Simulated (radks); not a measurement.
**W⁴⁵⁺ in [Ar] 3d10 4s1: an all-electron calculation**

An exercise on one series of results from a longer session: the logs are not shown, and one member is left open.

The numbers are computed with radks (a radial shooting solver on a logarithmic mesh, Libxc functionals) version 1 (Dirac Kohn-Sham, LDA (Slater exchange, Perdew-Wang correlation), spin-unpolarised, spherical densities, finite nucleus), except any that are marked as measured or tabulated.

## What is computed

```
element            : tungsten (Z = 74)
charge             : +45
electrons          : 29
configuration      : [Ar] 3d10 4s1
nuclear rms radius : 5.3658 fm
```

The outer shells:

W⁴⁵⁺
```
[Ar] core
3d [↑↓][↑↓][↑↓][↑↓][↑↓]
4s [↑ ]
```

Set-up of the first run:

Input:

```text
Z 74
configuration [Ar] 3d10 4s1
relativity Dirac
functional lda,pw
spin unpolarised
j_filling average
nucleus finite rms 5.3658 fm
c 137.035999084
```

One of the session's tables, all rows but one given; the rest of the session is left out.

It belongs to the step «Orbitals and density». Radial moments (bohr):

```
level      <r>  outermost maximum (interpolated)  90 % within  nodes
1s1/2  0.01836                            0.0115       0.0334      0
2s1/2  0.07684                            0.0659        0.120      1
2p1/2  0.06352                            0.0489        0.105      0
2p3/2  0.07143                            0.0557        0.116      0
3s1/2   0.1969                             0.184        0.289      2
3p1/2   0.1866                             0.172        0.280      1
3p3/2   0.2002                             0.185        0.298      1
3d3/2        ?                                 ?            ?      ?
3d5/2   0.1785                             0.148        0.275      0
4s1/2   0.3899                             0.387        0.551      3
```

Q: Estimate the row for 3d3/2 from the others.

The run gave: <r>: 0.1743; outermost maximum (interpolated): 0.144; 90 % within: 0.270; nodes: 0. In the column «<r>» it lies between 2s1/2 (0.07684) and 3d5/2 (0.1785).

Limits of these values: Spin polarisation and multiplet splitting are left out.
